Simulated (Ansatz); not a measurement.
**ClF2H5Si (built from SMILES F.F.[SiH3]Cl): a short trajectory**

The task is to watch the atoms for 80 steps of 1.0 fs, started with velocities for 300 K and run with a Langevin thermostat, and see to which side of the barrier the system falls.

Method: B3LYP-D4/def2-SVP; program: Ansatz 0.2.0, Gaussian basis.

### 1 Where the work starts

The start, a first-order saddle point found at PBE0-D4 in triple zeta: 9 atoms, charge 0, spin multiplicity 1.

Atoms are counted from 1 here; the program's logs count them from 0.

Bond lengths: Si1–H3 1.473 Å, Si1–H4 1.488 Å, Si1–H5 1.484 Å, Si1–F7 1.866 Å, H6–F7 1.098 Å, H8–F9 1.073 Å. Angles: H3–Si1–H4 110.8°, H3–Si1–H5 112.9°, H3–Si1–F7 99.6°, H4–Si1–H5 101.4°, H4–Si1–F7 81.8°, H5–Si1–F7 143.2°, Si1–F7–H6 123.1°.

Coordinates:

```mol
ClF2H5Si
  3D, bonds by distance, orders not assigned

  9  6  0  0  0  0  0  0  0  0999 V2000
   -0.3129    1.0110   -0.5456 Si  0  0
    1.7053   -0.2957   -0.3062 Cl  0  0
   -0.8164    0.2349   -1.6922 H   0  0
   -1.3874    1.8672    0.0266 H   0  0
    0.6950    2.0282   -0.9349 H   0  0
   -0.3870   -1.1022    1.0215 H   0  0
   -0.8364   -0.1157    0.8466 F   0  0
    1.0466   -1.5564    0.5099 H   0  0
    0.2932   -2.0713    1.0744 F   0  0
  1  3  8  0
  1  4  8  0
  1  5  8  0
  1  7  8  0
  6  7  8  0
  8  9  8  0
M  END
```

### 2 The run

md/in.yaml reads:

```yaml
crystal:
  periodic: [false, false, false]
  atoms:
    - {symbol: Si, position_ang: [-0.312856, 1.010990, -0.545553]}
    - {symbol: Cl, position_ang: [1.705315, -0.295692, -0.306166]}
    - {symbol: H, position_ang: [-0.816369, 0.234881, -1.692190]}
    - {symbol: H, position_ang: [-1.387414, 1.867182, 0.026617]}
    - {symbol: H, position_ang: [0.695011, 2.028246, -0.934948]}
    - {symbol: H, position_ang: [-0.386955, -1.102172, 1.021514]}
    - {symbol: F, position_ang: [-0.836364, -0.115716, 0.846588]}
    - {symbol: H, position_ang: [1.046589, -1.556372, 0.509886]}
    - {symbol: F, position_ang: [0.293242, -2.071347, 1.074352]}
basis:
  gaussian: {orbitals: def2-SVP}
hamiltonian: {xc: {name: B3LYP}, dispersion: d4}
md: {n_steps: 80, timestep: 1.0, temperature: 300, ensemble: nvt_langevin, seed: 786, friction: 0.05, initial_velocities: maxwell_boltzmann}
```

Run with:

```console
$ ansatz run in.yaml --threads 4 --pin off --events-out ev --progress --plain --max-ram 9574MiB
```

Q: Predict the outcome of this session. Wanted: temperature at the start; mean temperature, second half; lowest and highest potential energy, from the first frame; largest change of potential + kinetic; bonds lost by distance.

**Answer**, as computed:

```
                                                 quantity              value
                                                   length  80 steps, 80.0 fs
                                 temperature at the start              267 K
                            mean temperature, second half              448 K
lowest and highest potential energy, from the first frame   -989 and 253 meV
                    largest change of potential + kinetic          987.5 meV
                                   bonds lost by distance     Si1–Cl2, H8–F9
```

By the last frame it has moved towards the side where Si1–F7, H6–F9, Cl2–H8 form. The system runs downhill by 0.99 eV, and that energy turns into motion. The thermostat trades energy with the molecule, so the sum of potential and kinetic energy isn't conserved: it changes by -976 meV over the run. The mean temperature of the second half is still well above the 300 K set. With 9 atoms the instant temperature spans 122 to 688 K. Under Langevin the temperature counts 3N degrees of freedom, more than the drawn velocities fill, so it starts at 267 K, not 300 K.
